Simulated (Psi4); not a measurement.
**SiH3O4 (SMILES [O][Si](O)(O)O) at UB3LYP/6-31G(d) (Cartesian functions)**

What is the vertical ionisation energy of SiH3O4 at UB3LYP/6-31G* (Cartesian functions)? 

The calculation is run with Psi4 1.11.

1 further run of the same task is left out (set aside as unsound or not needed).

**1. The structure to begin with**

The species is SiH3O4 (8 atoms), meant as a doublet with charge 0. As SMILES, `[O][Si](O)(O)O`. The coordinates come from a PBE0-D4/def2-TZVP relaxation. This is one conformer, not always the lowest.

Bond lengths: O1–Si2 1.656 Å, Si2–O3 1.631 Å, Si2–O4 1.622 Å, Si2–O5 1.624 Å, O3–H6 0.959 Å, O4–H7 0.959 Å, O5–H8 0.958 Å. Angles: O1–Si2–O3 102.2°, O1–Si2–O4 107.0°, O1–Si2–O5 116.5°, O3–Si2–O4 116.6°, O3–Si2–O5 108.2°, O4–Si2–O5 106.6°, Si2–O3–H6 117.6°, Si2–O4–H7 116.9°, Si2–O5–H8 118.2°.

**2. A single-point energy at UB3LYP/6-31G(d) (Cartesian functions)**

File h3o4si.in:

```
memory 2.2 GB

molecule {
  0 2
  O     -1.417600     0.247800     1.193000
  Si    -0.195800     0.058700     0.091000
  O      1.117100    -0.067300     1.049800
  O     -0.249900     1.339100    -0.902700
  O     -0.266300    -1.263500    -0.849700
  H      1.271400     0.633000     1.686700
  H     -0.094000     1.173100    -1.833800
  H     -0.165000    -2.120800    -0.434300
  symmetry c1
}

set globals {
  basis                6-31G*
  reference            uks
  puream               false
  e_convergence        1e-09
  d_convergence        1e-08
  scf_type             pk
  dft_radial_points    99
  dft_spherical_points 590
  maxiter              100
}

energy("b3lyp")
print_variables()
```

Run with:

```sh
psi4 -i h3o4si.in -o h3o4si.out -n 1
```

h3o4si.out:

```text
[...]
  Running in c1 symmetry.
[...]
  Nuclear repulsion =  257.364163159559894
[...]
  Multiplicity = 2
[...]
  Nalpha       = 25
  Nbeta        = 24
[...]
    Number of basis functions: 85
[...]
   @UKS iter   1:  -591.86867958187167   -3.31552e-01   1.24324e-02 DIIS/ADIIS
[...]
   @UKS iter  20:  -592.27819972306554    1.13687e-12   1.91242e-09 DIIS
[...]
   @S^2 Observed:                7.529161478E-01
[...]
    Orbital Energies [Eh]
    ---------------------
    Alpha Occupied:
       1A    -66.204740     2A    -19.198014     3A    -19.174537
       4A    -19.165549     5A    -19.163703     6A     -5.343174
       7A     -3.702875     8A     -3.702767     9A     -3.702202
      10A     -1.049610    11A     -1.018385    12A     -1.009719
      13A     -0.978558    14A     -0.593260    15A     -0.543388
      16A     -0.538121    17A     -0.440265    18A     -0.418133
      19A     -0.392996    20A     -0.380286    21A     -0.374807
      22A     -0.354516    23A     -0.351787    24A     -0.332665
      25A     -0.322188
    Alpha Virtual:
[...]
  @UKS Final Energy:  -592.27819972306554
   => Energetics <=
    Nuclear Repulsion Energy =            257.3641631595598938
    One-Electron Energy =               -1330.2367440614766565
    Two-Electron Energy =                 526.2787973602247575
    DFT Exchange-Correlation Energy =     -45.6844161813735852
    Empirical Dispersion Energy =           0.0000000000000000
    VV10 Nonlocal Energy =                  0.0000000000000000
    Total Energy =                       -592.2781997230655406
[...]
 Multipole Moments:
 ------------------------------------------------------------------------------------
     Multipole            Electronic (a.u.)      Nuclear  (a.u.)        Total (a.u.)
 ------------------------------------------------------------------------------------
 L = 1.  Multiply by 2.5417464519 to convert [e a0] to [Debye]
 Dipole X            :         -0.8498469            1.4672624            0.6174155
 Dipole Y            :          0.2096900           -0.4553827           -0.2456927
 Dipole Z            :          0.6406191           -0.8352359           -0.1946168
 Magnitude           :                                                    0.6924178
[...]
```

Wall time 63 s (1 thread of AMD EPYC 7R43 (Zen 3), shared host); peak memory 1.2 GiB.

**3. The singlet cation: energy and forces at B3LYP/6-31G(d) (Cartesian functions)**

File h3o4si.xyz:

```xyz
8
H3O4Si
O     -1.417600     0.247800     1.193000
Si    -0.195800     0.058700     0.091000
O      1.117100    -0.067300     1.049800
O     -0.249900     1.339100    -0.902700
O     -0.266300    -1.263500    -0.849700
H      1.271400     0.633000     1.686700
H     -0.094000     1.173100    -1.833800
H     -0.165000    -2.120800    -0.434300
```

File job.py:

```python
import psi4

psi4.set_memory('2200 MB')
psi4.set_num_threads(1)
psi4.set_output_file('psi4.out', False)

with open('h3o4si.xyz') as f:
    atoms = ''.join(f.readlines()[2:])
m = psi4.geometry('1 1\n' + atoms + 'symmetry c1\nno_reorient\nno_com')

options = {'basis': '6-31G*', 'reference': 'rks', 'puream': False, 'e_convergence': 1e-09, 'd_convergence': 1e-08, 'scf_type': 'pk', 'dft_radial_points': 99, 'dft_spherical_points': 590}
psi4.set_options(options)

result, w = psi4.gradient('b3lyp', molecule=m, return_wfn=True)
psi4.oeprop(w, 'MULLIKEN_CHARGES', 'QUADRUPOLE', 'WIBERG_LOWDIN_INDICES')
print('gradient / Eh bohr^-1')
print(result.np.round(6))
print(f'energy = {w.energy():.10f} Eh')
```

Run with:

```sh
python job.py
```

psi4.out:

```text
[...]
  Running in c1 symmetry.
[...]
  Nuclear repulsion =  257.364163159559894
[...]
  Multiplicity = 1
[...]
  Nalpha       = 24
  Nbeta        = 24
[...]
    Number of basis functions: 85
[...]
   @RKS iter   1:  -591.44005648840323    9.70712e-02   1.16433e-02 ADIIS/DIIS
[...]
   @RKS iter  20:  -591.82626209551051   -1.85310e-11   8.88802e-09 DIIS
[...]
  @RKS Final Energy:  -591.82626209551051
   => Energetics <=
    Nuclear Repulsion Energy =            257.3641631595598938
    One-Electron Energy =               -1317.0065146590789027
    Two-Electron Energy =                 513.1207022267841467
    DFT Exchange-Correlation Energy =     -45.3046128227756668
    Empirical Dispersion Energy =           0.0000000000000000
    VV10 Nonlocal Energy =                  0.0000000000000000
    Total Energy =                       -591.8262620955105149
[...]
  -Total Gradient:
     Atom            X                  Y                   Z
    ------   -----------------  -----------------  -----------------
       1       -0.008936292559     0.001697064849    -0.000958696628
       2        0.006732737449     0.010517419450     0.016596471004
       3        0.012000678353     0.009816444311    -0.005688236095
       4        0.001799555775    -0.013820299344    -0.016670691290
       5        0.006668281473    -0.009703515053     0.001722959939
       6       -0.014132710016    -0.017356683808    -0.014841791996
       7       -0.001181165937    -0.001048411176     0.022101922664
       8       -0.002948016231     0.019872340963    -0.002286479310
[...]
 Multipole Moments:
 ------------------------------------------------------------------------------------
     Multipole            Electronic (a.u.)      Nuclear  (a.u.)        Total (a.u.)
 ------------------------------------------------------------------------------------
 L = 1.  Multiply by 2.5417464519 to convert [e a0] to [Debye]
 Dipole X            :         16.0113376          -15.6136731            0.3976644
 Dipole Y            :         -4.8498107            4.8299510           -0.0198597
 Dipole Z            :         -8.4654812            8.7225978            0.2571166
 Magnitude           :                                                    0.4739624
 L = 2.  Multiply by 1.3450342976 to convert [e a0^2] to [Debye ang]
 Quadrupole XX       :       -127.0087569          104.6900110          -22.3187459
 Quadrupole XY       :         10.8354579           -8.9759316            1.8595263
[...]
```

On the terminal:

```text
gradient / Eh bohr^-1
[[-0.008936  0.001697 -0.000959]
 [ 0.006733  0.010517  0.016596]
 [ 0.012001  0.009816 -0.005688]
 [ 0.0018   -0.01382  -0.016671]
 [ 0.006668 -0.009704  0.001723]
 [-0.014133 -0.017357 -0.014842]
 [-0.001181 -0.001048  0.022102]
 [-0.002948  0.019872 -0.002286]]
energy = -591.8262620955 Eh
```

It took 43 s on 1 thread of AMD EPYC 7R43 (Zen 3), shared host; peak memory 1.2 GiB.

**4. Summary of results**

Level: UB3LYP/6-31G* (Cartesian functions).

```
                                          quantity          value
                      doublet SiH3O4: total energy  -592.27820 Eh
                     doublet SiH3O4: dipole moment         1.76 D
doublet SiH3O4: HOMO energy (highest over α and β)       -8.34 eV
 doublet SiH3O4: LUMO energy (lowest over α and β)       -4.74 eV
                              doublet SiH3O4: ⟨S²⟩          0.753
                      singlet cation: total energy  -591.82626 Eh
                       singlet cation: HOMO energy      -15.66 eV
                       singlet cation: LUMO energy      -14.44 eV
                     singlet cation: HOMO–LUMO gap        1.22 eV
          singlet cation: largest force on an atom     1.381 eV/Å
vertical ionisation energy (to the singlet cation)      12.298 eV
```

In words: The vertical ionisation energy comes to 12.30 eV (1187 kJ/mol). Only the singlet of the ionised species was computed; a triplet could lie lower. Mulliken charges (singlet cation) run from -0.55 on O5 to +1.10 on Si2.
